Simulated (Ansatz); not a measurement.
# SiO2: the cost of one run

Method: reference: DFT LDA, plane waves, PAW, scalar-relativistic, no spin polarisation, in Ansatz 0.2.0.

The COD cell was measured well above room temperature, so it is larger than a cold one.

1 further run of the same task is left out (set aside as unsound or not needed).

## Step 1: The structure to begin with

It takes space group P4_2/mnm (No. 136, tetragonal). The conventional cell has a = 4.189 Å, b = 4.189 Å, c = 2.670 Å, α = 90.00°, β = 90.00°, γ = 90.00°. Si (site symmetry mmm) has 6 O at 1.76 to 1.81 Å as nearest neighbours. Around O (site symmetry m2m) lie 3 Si at 1.76 to 1.81 Å.

Structure file:

```
CELL_PARAMETERS angstrom
4.18929 0.00000 0.00000
0.00000 4.18929 0.00000
0.00000 0.00000 2.67018
ATOMIC_POSITIONS crystal
Si 0.00000 0.00000 0.00000
Si 0.50000 0.50000 0.50000
O 0.30590 0.30590 0.00000
O 0.19410 0.80590 0.50000
O 0.69410 0.69410 0.00000
O 0.80590 0.19410 0.50000
```

## Step 2: Reference

Input file input.yaml:

```yaml
crystal:
  lattice:
    - [4.18928835, 0.0, 0.0]
    - [0.0, 4.18928835, 0.0]
    - [0.0, 0.0, 2.67017724]
  atoms:
    - { symbol: Si, position: [0.0, 0.0, 0.0] }
    - { symbol: Si, position: [0.5, 0.5, 0.5] }
    - { symbol: O, position: [0.3059, 0.3059, 0.0] }
    - { symbol: O, position: [0.1941, 0.8059, 0.5] }
    - { symbol: O, position: [0.6941, 0.6941, 0.0] }
    - { symbol: O, position: [0.8059, 0.1941, 0.5] }
  symmetry: { tolerance: 0.0003 }
kpoints:
  mp_grid: { grid: [4, 4, 7], shift: [0, 0, 0] }
magnetization:
  spin_polarized: false
scf:
  occupations: { method: fermi_dirac }
hamiltonian:
  pseudopotentials: { kind: paw }
  xc: lda
basis:
  ecutwfc: 420
output:
  forces: true
  stress: true
  eigenvalues: true
  write_density: true
  write_potential: true
  elf: true
  volumetric_format: npy
relax:
  max_steps: 40
  cell: {}
```

Command:

```bash
ansatz run input.yaml --threads 1 --pin off --max-ram 2560MiB --backend cpu --events-out ev --progress --plain --runs-dir out
```

**Question.** How long does this run take on 1 thread of AMD EPYC 7R43 (Zen 3), shared host, and how much memory does it need?

About 9.5 s, with a peak of 0.36 GiB.
